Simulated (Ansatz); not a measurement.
# C₃H₆AlCl: up Jacob's ladder to CCSD(T)

One table from this session's results is given with a row withheld; the runs are named, their logs left out.

Method: functionals in def2-TZVPP, the program's frozen cores in correlated methods; program: Ansatz 0.2.0, Gaussian basis.

Plan: LDA (SPW92), PBE-D4, revPBE-D4, BLYP-D4, r2SCAN-D4, B97M-V, PBE0-D4, B3LYP-D4, r2SCANh-D4, r2SCAN0-D4, HSE06-D4, BHLYP-D4, CAM-B3LYP-D4, LC-ωPBE, ωB97X-V, ωB97M-V, B2PLYP, PBE-QIDH; CCSD(T)/def2-SVP; CCSD(T)/def2-TZVPP; MP2/def2-QZVPP; extrapolation to the limit; RPA on PBE.

### Structure used throughout

All runs share one geometry, relaxed beforehand with PBE0-D4 in a triple-zeta def2 set.

SMILES `C=C[CH2][AlH][Cl]`, 11 atoms, charge 0, spin multiplicity 1.

Atoms are counted from 1 here; the program's logs count them from 0.

Bond lengths: C1–C2 1.355 Å, C1–H6 1.082 Å, C1–H7 1.087 Å, C2–C3 1.466 Å, C2–H8 1.089 Å, C3–Al4 1.986 Å, C3–H9 1.084 Å, C3–H10 1.090 Å, Al4–Cl5 2.114 Å, Al4–H11 1.571 Å. Angles: C2–C1–H6 120.8°, C2–C1–H7 121.8°, H6–C1–H7 117.1°, C1–C2–C3 125.2°, C1–C2–H8 116.8°, C3–C2–H8 116.4°, C2–C3–Al4 79.4°, C2–C3–H9 115.3°, C2–C3–H10 115.1°, Al4–C3–H9 123.5°, Al4–C3–H10 106.7°, H9–C3–H10 112.9°, C3–Al4–Cl5 115.2°, C3–Al4–H11 124.7°, Cl5–Al4–H11 119.4°.

Set-up of the first run:

File in.yaml:

```yaml
crystal:
  periodic: [false, false, false]
  atoms:
    - {symbol: C, position_ang: [-1.025803, 0.317945, 0.948712]}
    - {symbol: C, position_ang: [0.092709, -0.442303, 0.867524]}
    - {symbol: C, position_ang: [1.302526, -0.086598, 0.120816]}
    - {symbol: Al, position_ang: [-0.034647, -0.126419, -1.346657]}
    - {symbol: Cl, position_ang: [-0.463562, 1.748328, -2.224669]}
    - {symbol: H, position_ang: [-1.935645, -0.079184, 1.378810]}
    - {symbol: H, position_ang: [-1.022712, 1.371415, 0.682330]}
    - {symbol: H, position_ang: [0.003394, -1.482767, 1.177166]}
    - {symbol: H, position_ang: [2.121194, -0.791788, 0.202368]}
    - {symbol: H, position_ang: [1.622737, 0.950124, 0.225328]}
    - {symbol: H, position_ang: [-0.594691, -1.435654, -2.011128]}
basis:
  gaussian: {orbitals: def2-TZVPP}
hamiltonian: {xc: lda}
output: {orbitals: {seedname: orbitals}}
```

Command:

```
$ ansatz run in.yaml --threads 4 --pin off --events-out ev --progress --plain --max-ram 10444MiB
```

Among the steps run: LDA; PBE-D4 (GGA); revPBE-D4 (GGA); BLYP-D4 (GGA); r2SCAN-D4 (meta-GGA); B97M-V (meta-GGA); PBE0-D4 (hybrid); B3LYP-D4 (hybrid); r2SCANh-D4 (hybrid); r2SCAN0-D4 (hybrid); HSE06-D4 (hybrid); BHLYP-D4 (hybrid); CAM-B3LYP-D4 (range-separated); LC-ωPBE (range-separated); ωB97X-V (range-separated); ωB97M-V (range-separated); B2PLYP (double hybrid); PBE-QIDH (double hybrid).

One of the session's tables, all rows but one given; the rest of the session is left out.

It belongs to the step «Frontier levels by functional». 

```
  functional  HOMO (eV)  gap (eV)
 LDA (SPW92)      -6.25      4.02
      PBE-D4      -6.08      4.09
   revPBE-D4          ?         ?
     BLYP-D4      -5.92      4.08
   r2SCAN-D4      -6.28      4.50
      B97M-V      -6.33      4.58
     PBE0-D4      -7.14      6.06
    B3LYP-D4      -6.92      5.65
  r2SCANh-D4      -6.68      5.23
  r2SCAN0-D4      -7.27      6.31
    HSE06-D4      -6.74      5.28
    BHLYP-D4      -8.05      8.01
CAM-B3LYP-D4      -8.38      8.40
     LC-ωPBE      -9.70     10.81
     ωB97X-V      -9.35     10.39
     ωB97M-V      -9.23     10.10
```

Q: Estimate the row for revPBE-D4 from the others.

As computed: HOMO (eV): -6.02; gap (eV): 4.12. In the column «HOMO (eV)» it lies between PBE-D4 (-6.08) and BLYP-D4 (-5.92).
